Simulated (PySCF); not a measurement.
# La(OH)3: other functionals and bases at one geometry

Aim: see how levels, charges and forces of La(OH)3 depend on the level of theory. The structure is generated, not taken from experiment.

The runs use PySCF 2.14.0; several levels, as the steps say, no spin–orbit coupling.

2 further runs of the same task are left out: 1 for a known fault of the program, 1 that didn't finish.

## (1) Where the work starts

7 atoms, charge 0, spin multiplicity 1.

Bond lengths: La1–O2 2.165 Å, La1–O4 2.165 Å, La1–O6 2.165 Å, O2–H3 0.958 Å, O4–H5 0.958 Å, O6–H7 0.958 Å. Angles: O2–La1–O4 115.9°, O2–La1–O6 115.9°, O4–La1–O6 115.9°, La1–O2–H3 171.8°, La1–O4–H5 171.8°, La1–O6–H7 171.8°.

Coordinates:

```xyz
7
H3LaO3
La    0.0000    0.0000   -0.3761
O     2.1190    0.0000    0.0672
H     3.0188    0.0000    0.3951
O    -1.0595    1.8351    0.0672
H    -1.5094    2.6144    0.3951
O    -1.0595   -1.8351    0.0672
H    -1.5094   -2.6144    0.3951
```

Formal oxidation states: La +3. The 4f shell is empty and lies in the core potential. An earlier session relaxed this geometry at PBE0, La lcecp-1-SVP with ECP46, O def2-SVP, H def2-SVP (singlet, point group C3v).

At PBE0 on the finer grid: E = -258.814411 Eh, HOMO -7.42 eV, LUMO -1.22 eV, Mulliken charge on La1 +1.18 e, largest force component 0.014 eV/Å. The large-core potential holds the 4f shell empty.

Levels to run: r2SCAN; TPSSh; BP86; revPBE; PBE0, TZVP; PBE0, x2c-SVP. Hardware: 2 threads of Arm Neoverse V2, shared host.

## (2) r2SCAN

The input, run.py (the lines that set the calculation):

```python
mol = gto.M(atom='''
La     0.00000     0.00000    -0.37611
O      2.11902    -0.00001     0.06723
H      3.01882    -0.00001     0.39514
O     -1.05950     1.83513     0.06723
H     -1.50940     2.61438     0.39514
O     -1.05952    -1.83512     0.06723
H     -1.50942    -2.61437     0.39514''',
    basis={'La': 'lcecp-1-SVP', 'O': 'def2-SVP', 'H': 'def2-SVP'},
    ecp={'La': 'lcecp-1-SVP'},
    charge=0, spin=0)
mf = dft.RKS(mol, xc='R2SCAN')
mf.grids.atom_grid = (75, 302)  # f atoms: unpruned, at least (60, 302)
mf = mf.density_fit()  # fitting sets: La AutoAux, O def2-universal-JKFIT, H def2-universal-JKFIT
mf.conv_tol = 1e-08; mf.max_cycle = 55
mf.kernel(dm0)  # dm0: the density of the relaxed state
```

Command:

```console
OMP_NUM_THREADS=2 python run.py
```

Standard output:

```text
init E= -258.960298243913
  HOMO = -0.223693007774315  LUMO = -0.0528559074301356  gap/eV = 4.64871
cycle= 1 E= -258.961005427854  delta_E= -0.000707  |g|= 0.0157  |ddm|=  0.1
  HOMO = -0.225184840657643  LUMO = -0.0500457330258151  gap/eV = 4.76578
cycle= 2 E= -258.96090279308  delta_E= 0.000103  |g|= 0.0267  |ddm|= 0.0534
  HOMO = -0.223459873407237  LUMO = -0.0511603673030159  gap/eV = 4.68851
cycle= 3 E= -258.961081437871  delta_E= -0.000179  |g|= 0.00627  |ddm|= 0.0258
  HOMO = -0.224153767485694  LUMO = -0.0516049717390636  gap/eV = 4.69529
cycle= 4 E= -258.961089289235  delta_E= -7.85e-06  |g|= 0.000426  |ddm|= 0.00615
  HOMO = -0.224120850149307  LUMO = -0.0516048043472175  gap/eV = 4.69440
cycle= 5 E= -258.961089325192  delta_E= -3.6e-08  |g|= 3.62e-05  |ddm|= 0.000407
  HOMO = -0.224117408505732  LUMO = -0.0515978109199651  gap/eV = 4.69450
cycle= 6 E= -258.96108932557  delta_E= -3.78e-10  |g|= 1.99e-05  |ddm|= 7.18e-05
  HOMO = -0.224116600808164  LUMO = -0.0515981917722996  gap/eV = 4.69447
Extra cycle  E= -258.961089325364  delta_E= 2.06e-10  |g|= 3.76e-05  |ddm|= 4.76e-05
converged SCF energy = -258.961089325364
```

Wall time 5.4 s (2 threads of Arm Neoverse V2, shared host).

Result: E = -258.961089 Eh, HOMO -6.10 eV, LUMO -1.40 eV, Mulliken charge on La1 +1.14 e, largest force component 0.188 eV/Å. The large-core potential holds the 4f shell empty.

## (3) TPSSh

run.py (the lines that set the calculation), as its differences from that of step 2:

```diff
@@ -11,3 +11,3 @@
     charge=0, spin=0)
-mf = dft.RKS(mol, xc='R2SCAN')
+mf = dft.RKS(mol, xc='TPSSH')
 mf.grids.atom_grid = (75, 302)  # f atoms: unpruned, at least (60, 302)
```

Command:

```console
OMP_NUM_THREADS=2 python run.py
```

Standard output:

```text
init E= -259.053918666228
  HOMO = -0.236951395038675  LUMO = -0.0525602553339297  gap/eV = 5.01754
cycle= 1 E= -259.054495849387  delta_E= -0.000577  |g|= 0.0124  |ddm|= 0.0767
  HOMO = -0.239705783130009  LUMO = -0.0509118855422841  gap/eV = 5.13734
cycle= 2 E= -259.054419544011  delta_E= 7.63e-05  |g|= 0.0229  |ddm|= 0.0372
  HOMO = -0.238016199998172  LUMO = -0.0515608408969328  gap/eV = 5.07371
cycle= 3 E= -259.054539006331  delta_E= -0.000119  |g|= 0.00303  |ddm|= 0.0184
  HOMO = -0.238359490287164  LUMO = -0.0518668705975358  gap/eV = 5.07472
cycle= 4 E= -259.054541029326  delta_E= -2.02e-06  |g|= 0.000328  |ddm|= 0.00407
  HOMO = -0.238317345359419  LUMO = -0.0518397361615719  gap/eV = 5.07431
cycle= 5 E= -259.054541054768  delta_E= -2.54e-08  |g|= 5.95e-05  |ddm|= 0.000369
  HOMO = -0.238318958449372  LUMO = -0.0518342342869715  gap/eV = 5.07451
cycle= 6 E= -259.05454105563  delta_E= -8.61e-10  |g|= 1.26e-05  |ddm|= 7.96e-05
  HOMO = -0.238320783449615  LUMO = -0.0518349149678201  gap/eV = 5.07454
Extra cycle  E= -259.054541055586  delta_E= 4.41e-11  |g|= 1.99e-05  |ddm|= 2.69e-05
converged SCF energy = -259.054541055586
```

It took 5.2 s on 2 threads of Arm Neoverse V2, shared host.

Read off: E = -259.054541 Eh, HOMO -6.49 eV, LUMO -1.41 eV, Mulliken charge on La1 +1.14 e, largest force component 0.286 eV/Å. The large-core potential holds the 4f shell empty.

## (4) BP86

run.py (the lines that set the calculation), as its differences from that of step 3:

```diff
@@ -11,3 +11,3 @@
     charge=0, spin=0)
-mf = dft.RKS(mol, xc='TPSSH')
+mf = dft.RKS(mol, xc='B88,P86')
 mf.grids.atom_grid = (75, 302)  # f atoms: unpruned, at least (60, 302)
```

Command:

```console
OMP_NUM_THREADS=2 python run.py
```

Standard output:

```text
init E= -259.127417431299
  HOMO = -0.206961327610172  LUMO = -0.0665207718772649  gap/eV = 3.82158
cycle= 1 E= -259.128098638078  delta_E= -0.000681  |g|= 0.109  |ddm|= 0.27
  HOMO = -0.232856399107956  LUMO = -0.0583793670446582  gap/eV = 4.74776
cycle= 2 E= -259.114157617962  delta_E= 0.0139  |g|= 0.28  |ddm|= 0.313
  HOMO = -0.214793507445425  LUMO = -0.0619928837508894  gap/eV = 4.15792
cycle= 3 E= -259.131091579056  delta_E= -0.0169  |g|= 0.0172  |ddm|= 0.193
  HOMO = -0.215603112443138  LUMO = -0.0640599875801584  gap/eV = 4.12370
cycle= 4 E= -259.131198043026  delta_E= -0.000106  |g|= 0.00264  |ddm|= 0.0289
  HOMO = -0.215345223274008  LUMO = -0.064040080768148  gap/eV = 4.11722
cycle= 5 E= -259.131199491118  delta_E= -1.45e-06  |g|= 0.000179  |ddm|= 0.00226
  HOMO = -0.215335003609604  LUMO = -0.0640196523558139  gap/eV = 4.11750
cycle= 6 E= -259.131199500311  delta_E= -9.19e-09  |g|= 5.98e-05  |ddm|= 0.000325
  HOMO = -0.215342741945654  LUMO = -0.0640204029359133  gap/eV = 4.11769
Extra cycle  E= -259.131199498545  delta_E= 1.77e-09  |g|= 0.000111  |ddm|= 0.000151
converged SCF energy = -259.131199498545
```

Wall time 3.8 s (2 threads of Arm Neoverse V2, shared host).

Result: E = -259.131199 Eh, HOMO -5.86 eV, LUMO -1.74 eV, Mulliken charge on La1 +0.98 e, largest force component 0.600 eV/Å. The large-core potential holds the 4f shell empty.

## (5) revPBE

run.py (the lines that set the calculation), as its differences from that of step 4:

```diff
@@ -11,3 +11,3 @@
     charge=0, spin=0)
-mf = dft.RKS(mol, xc='B88,P86')
+mf = dft.RKS(mol, xc='PBE_R,PBE')
 mf.grids.atom_grid = (75, 302)  # f atoms: unpruned, at least (60, 302)
```

Command:

```console
OMP_NUM_THREADS=2 python run.py
```

Standard output:

```text
init E= -259.025962522468
  HOMO = -0.200285163329317  LUMO = -0.068406410264064  gap/eV = 3.58860
cycle= 1 E= -259.02592678091  delta_E= 3.57e-05  |g|= 0.12  |ddm|= 0.284
  HOMO = -0.230292000551419  LUMO = -0.059957562857214  gap/eV = 4.63504
cycle= 2 E= -259.009073341305  delta_E= 0.0169  |g|= 0.308  |ddm|= 0.333
  HOMO = -0.209611907607366  LUMO = -0.0637151255288657  gap/eV = 3.97005
cycle= 3 E= -259.029442387374  delta_E= -0.0204  |g|= 0.0154  |ddm|= 0.21
  HOMO = -0.210022373359641  LUMO = -0.0654110731706048  gap/eV = 3.93507
cycle= 4 E= -259.029526692259  delta_E= -8.43e-05  |g|= 0.00299  |ddm|= 0.0265
  HOMO = -0.209684159342854  LUMO = -0.0652866785242416  gap/eV = 3.92926
cycle= 5 E= -259.029528553182  delta_E= -1.86e-06  |g|= 0.000187  |ddm|= 0.00269
  HOMO = -0.209655671940886  LUMO = -0.0652584930406128  gap/eV = 3.92925
cycle= 6 E= -259.029528562697  delta_E= -9.51e-09  |g|= 4.45e-05  |ddm|= 0.000331
  HOMO = -0.209658834040453  LUMO = -0.0652591681531334  gap/eV = 3.92932
Extra cycle  E= -259.02952856231  delta_E= 3.86e-10  |g|= 6.35e-05  |ddm|= 0.000113
converged SCF energy = -259.02952856231
```

Run time: 3.9 s. Hardware: 2 threads of Arm Neoverse V2, shared host.

It gives: E = -259.029529 Eh, HOMO -5.71 eV, LUMO -1.78 eV, Mulliken charge on La1 +0.99 e, largest force component 0.559 eV/Å. The large-core potential holds the 4f shell empty.

## (6) PBE0, TZVP

Basis: La lcecp-1-TZVP with ECP46, O def2-TZVP, H def2-TZVP. 

The input, run.py (the lines that set the calculation):

```python
mol = gto.M(atom='''
La     0.00000     0.00000    -0.37611
O      2.11902    -0.00001     0.06723
H      3.01882    -0.00001     0.39514
O     -1.05950     1.83513     0.06723
H     -1.50940     2.61438     0.39514
O     -1.05952    -1.83512     0.06723
H     -1.50942    -2.61437     0.39514''',
    basis={'La': 'lcecp-1-TZVP', 'O': 'def2-TZVP', 'H': 'def2-TZVP'},
    ecp={'La': 'lcecp-1-TZVP'},
    charge=0, spin=0)
mf = dft.RKS(mol, xc='PBE0')
mf.grids.atom_grid = (75, 302)  # f atoms: unpruned, at least (60, 302)
mf = mf.density_fit()  # fitting sets: La AutoAux, O def2-universal-JKFIT, H def2-universal-JKFIT
mf.conv_tol = 1e-08; mf.max_cycle = 55
mf.kernel(dm0)  # dm0: free metal ions and neutral atoms
```

Command:

```console
OMP_NUM_THREADS=2 python run.py
```

Standard output:

```text
init E= -263.228253163792
  HOMO = -0.31904915013994  LUMO = -0.0867408290848104  gap/eV = 6.32143
cycle= 1 E= -259.060831985667  delta_E= 4.17  |g|= 0.533  |ddm|= 2.06
  HOMO = -0.238352282927816  LUMO = -0.0331643310141274  gap/eV = 5.58345
cycle= 2 E= -259.066594797117  delta_E= -0.00576  |g|= 0.417  |ddm|= 0.653
  HOMO = -0.301886965733561  LUMO = -0.0463089044508749  gap/eV = 6.95463
cycle= 3 E= -259.088902461349  delta_E= -0.0223  |g|= 0.24  |ddm|= 0.353
  HOMO = -0.28164646487007  LUMO = -0.0485790243564921  gap/eV = 6.34209
cycle= 4 E= -259.098121646433  delta_E= -0.00922  |g|= 0.0458  |ddm|= 0.125
  HOMO = -0.28307818105507  LUMO = -0.0456227114511307  gap/eV = 6.46149
cycle= 5 E= -259.098584491093  delta_E= -0.000463  |g|= 0.00278  |ddm|= 0.0432
  HOMO = -0.283244176607649  LUMO = -0.0459149693487007  gap/eV = 6.45806
cycle= 6 E= -259.098586762227  delta_E= -2.27e-06  |g|= 0.000404  |ddm|= 0.00631
  HOMO = -0.283219975053717  LUMO = -0.0459274816075563  gap/eV = 6.45706
cycle= 7 E= -259.098586799518  delta_E= -3.73e-08  |g|= 0.000158  |ddm|= 0.000534
  HOMO = -0.283218195434603  LUMO = -0.0459121403904348  gap/eV = 6.45743
cycle= 8 E= -259.098586806413  delta_E= -6.9e-09  |g|= 1.08e-05  |ddm|= 0.000201
  HOMO = -0.283220489664235  LUMO = -0.0459138339659759  gap/eV = 6.45744
Extra cycle  E= -259.098586806426  delta_E= -1.28e-11  |g|= 1.25e-05  |ddm|= 1.97e-05
converged SCF energy = -259.098586806426
```

It took 9.7 s on 2 threads of Arm Neoverse V2, shared host.

Result: E = -259.098587 Eh, HOMO -7.71 eV, LUMO -1.25 eV, Mulliken charge on La1 +1.63 e, largest force component 0.233 eV/Å. The large-core potential holds the 4f shell empty.

## (7) PBE0, x2c-SVP

Basis: La x2c-SVPall, O x2c-SVPall, H x2c-SVPall. All electrons are treated, with the spin-free X2C Hamiltonian.

The input, run.py (the lines that set the calculation):

```python
mol = gto.M(atom='''
La     0.00000     0.00000    -0.37611
O      2.11902    -0.00001     0.06723
H      3.01882    -0.00001     0.39514
O     -1.05950     1.83513     0.06723
H     -1.50940     2.61438     0.39514
O     -1.05952    -1.83512     0.06723
H     -1.50942    -2.61437     0.39514''',
    basis={'La': 'x2c-SVPall', 'O': 'x2c-SVPall', 'H': 'x2c-SVPall'},
    nucmod='G',
    charge=0, spin=0)
mf = dft.RKS(mol, xc='PBE0')
mf.grids.atom_grid = (99, 590)  # f atoms: unpruned, at least (60, 302)
mf = mf.density_fit()  # fitting sets: La AutoAux, O AutoAux, H AutoAux
mf = mf.sfx2c1e()
mf.conv_tol = 1e-08; mf.max_cycle = 55
mf.kernel(dm0)  # dm0: free metal ions and neutral atoms
```

Command:

```console
OMP_NUM_THREADS=2 python run.py
```

Standard output:

```text
init E= -8723.73776104535
  HOMO = -0.309686746272741  LUMO = -0.0844847751058779  gap/eV = 6.12806
cycle= 1 E= -8719.3287551982  delta_E= 4.41  |g|= 0.364  |ddm|= 2.64
  HOMO = -0.235781108466343  LUMO = -0.0315316149201408  gap/eV = 5.55791
cycle= 2 E= -8719.33602460769  delta_E= -0.00727  |g|= 0.341  |ddm|= 0.596
  HOMO = -0.283639565941309  LUMO = -0.0400977947746668  gap/eV = 6.62711
cycle= 3 E= -8719.35428320813  delta_E= -0.0183  |g|= 0.13  |ddm|= 0.297
  HOMO = -0.27314629164944  LUMO = -0.0438289078525642  gap/eV = 6.24004
cycle= 4 E= -8719.35746750047  delta_E= -0.00318  |g|= 0.0294  |ddm|= 0.103
  HOMO = -0.274551711236743  LUMO = -0.0419546661013896  gap/eV = 6.32929
cycle= 5 E= -8719.35767085038  delta_E= -0.000203  |g|= 0.00287  |ddm|= 0.0281
  HOMO = -0.274839849908662  LUMO = -0.0421803209596945  gap/eV = 6.33099
cycle= 6 E= -8719.35767207549  delta_E= -1.23e-06  |g|= 0.000654  |ddm|= 0.00302
  HOMO = -0.274885365989761  LUMO = -0.042232311959296  gap/eV = 6.33081
cycle= 7 E= -8719.35767212963  delta_E= -5.41e-08  |g|= 0.000212  |ddm|= 0.000585
  HOMO = -0.274895364781646  LUMO = -0.0422321759011766  gap/eV = 6.33109
cycle= 8 E= -8719.3576721349  delta_E= -5.27e-09  |g|= 2.48e-05  |ddm|= 0.000133
  HOMO = -0.274900435486008  LUMO = -0.0422296553203552  gap/eV = 6.33129
Extra cycle  E= -8719.35767213474  delta_E= 1.62e-10  |g|= 4.08e-05  |ddm|= 4.88e-05
converged SCF energy = -8719.35767213474
```

It took 20 s on 2 threads of Arm Neoverse V2, shared host.

Read off: E = -8719.357672 Eh, HOMO -7.48 eV, LUMO -1.15 eV, Mulliken charge on La1 +1.17 e, largest force component 0.459 eV/Å. 

## (8) All levels side by side

| level | state | HOMO (eV) | gap (eV) | charge on La1 (e) | dipole (D) | largest force (eV/Å) | basis functions | time |
| --- | --- | --- | --- | --- | --- | --- | --- | --- |
| PBE0 (relaxed here) | singlet | -7.42 | 6.20 | 1.18 | 1.61 | 0.01 | 90 | 8.6 s |
| r2SCAN | singlet | -6.10 | 4.69 | 1.14 | 1.58 | 0.19 | 90 | 5.4 s |
| TPSSh | singlet | -6.49 | 5.07 | 1.14 | 1.58 | 0.29 | 90 | 5.2 s |
| BP86 | singlet | -5.86 | 4.12 | 0.98 | 1.44 | 0.60 | 90 | 3.8 s |
| revPBE | singlet | -5.71 | 3.93 | 0.99 | 1.45 | 0.56 | 90 | 3.9 s |
| PBE0, TZVP | singlet | -7.71 | 6.46 | 1.63 | 1.82 | 0.23 | 158 | 9.7 s |
| PBE0, x2c-SVP | singlet | -7.48 | 6.33 | 1.17 | 1.57 | 0.46 | 123 | 20 s |

Times are on 2 threads of Arm Neoverse V2, shared host; the first row also made further properties.

In one basis the HOMO–LUMO gap runs from 3.93 eV (revPBE) to 6.20 eV (PBE0). The largest leftover force, 0.60 eV/Å with BP86, stands at a geometry relaxed at another level. The Mulliken charge on La spans +0.98 to +1.63 e over the levels. With 4f in the core, its levels are missing from HOMO and gap. Total energies of different levels can't be compared. Spin–orbit coupling is left out throughout.
